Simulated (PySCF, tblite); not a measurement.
# C4H9AlOSi: geometry, infrared bands and NMR shifts

Wanted: the infrared bands and NMR shifts of C4H9AlOSi (`C[O][AlH][C@@H]1C=C[SiH2]1`), by calculation.

Programs: tblite 0.8.0 and PySCF 2.14.0, with density-fitted response routines of our own. Each step states its level of theory. These are calculated values for one molecule in the gas phase, unless marked as measured. Atoms are numbered from 0 throughout.

### 1 Starting geometry

16 atoms, charge 0, multiplicity 1; geometry from: force field or distance geometry start.

Bonds of the start (Å): C0–O1 1.41, O1–Al2 1.83, Al2–C3 2.00, C3–C4 1.49, C4–C5 1.34, C5–Si6 1.83, Si6–C3 1.82, C0–H7 1.09, C0–H8 1.12, C0–H9 1.10, Al2–H10 1.60, C3–H11 1.13, C4–H12 1.07, C5–H13 1.09, Si6–H14 1.46, Si6–H15 1.48.

### 2 Relaxing the molecule with GFN2-xTB

What the job is given:

```
{"job": {"kind": "relax", "xc": "GFN2-xTB", "basis": "xTB"}, "charge": 0, "multiplicity": 1}
C      3.291300     0.086900     0.235100
O      2.110100     0.725900    -0.196400
Al     0.752100    -0.497400    -0.095400
C     -0.939100    -0.104800     0.897400
C     -1.987100    -1.081600     0.484700
C     -2.785700    -0.203000    -0.133600
Si    -1.806500     1.313700     0.155700
H      3.107500    -0.483300     1.147800
H      4.048400     0.865500     0.488200
H      3.686300    -0.534300    -0.586700
H      0.733300    -1.651000    -1.207500
H     -0.773200    -0.099600     2.018200
H     -2.073600    -2.140000     0.626700
H     -3.728900    -0.365900    -0.649400
H     -1.196100     1.921200    -1.025500
H     -2.446100     2.256900     1.096600
```

On the command line:

```
$ OMP_NUM_THREADS=1 python probes_run.py task.json out
```

This one command runs all jobs of the session in turn.

**Question.** This job is followed by: GFN2-xTB harmonic vibrations, gas phase; GIAO PBE0/pcSseg-1 NMR shielding, non-relativistic, gas phase. Predict these results of the whole session: strongest single infrared mode (GFN2-xTB); zero-point energy (GFN2-xTB); 13C shifts against TMS (PBE0/pcSseg-1); 1H shifts against TMS (PBE0/pcSseg-1, means over atoms taken as alike); 17O shifts against H2O (PBE0/pcSseg-1); 27Al shifts against AlH4- (PBE0/pcSseg-1); 29Si shifts against TMS (PBE0/pcSseg-1).

As calculated:

| quantity | value |
| --- | --- |
| strongest single infrared mode (GFN2-xTB) | 2213 cm⁻¹, 409 km/mol |
| zero-point energy (GFN2-xTB) | 68.8 kcal/mol |
| 13C shifts against TMS (PBE0/pcSseg-1) | 168.0, 137.4, 56.8, 23.4 ppm |
| 1H shifts against TMS (PBE0/pcSseg-1, means over atoms taken as alike) | 7.42, 5.80, 5.13, 5.12, 4.47, 4.35, 1.72 ppm |
| 17O shifts against H2O (PBE0/pcSseg-1) | 53.9 ppm |
| 27Al shifts against AlH4- (PBE0/pcSseg-1) | 89.9 ppm |
| 29Si shifts against TMS (PBE0/pcSseg-1) | -38.4 ppm |

Relaxing lowered the energy by 1.363 eV in 90 steps; the close pair that moved most is O1–Al2, from 1.831 to 1.649 Å. The lowest mode is slightly imaginary (8i cm⁻¹), a soft motion within the noise of the Hessian, so the minimum is not strictly shown. The strongest single mode, at 2213 cm⁻¹, moves mainly H14. Unscaled tight-binding wavenumbers are off by several per cent, some by more. Its intensities can rank the bands wrongly. At PBE0/pcSseg-1: The largest span, 238 ppm, is at C4, where the paramagnetic term is -238 ppm.
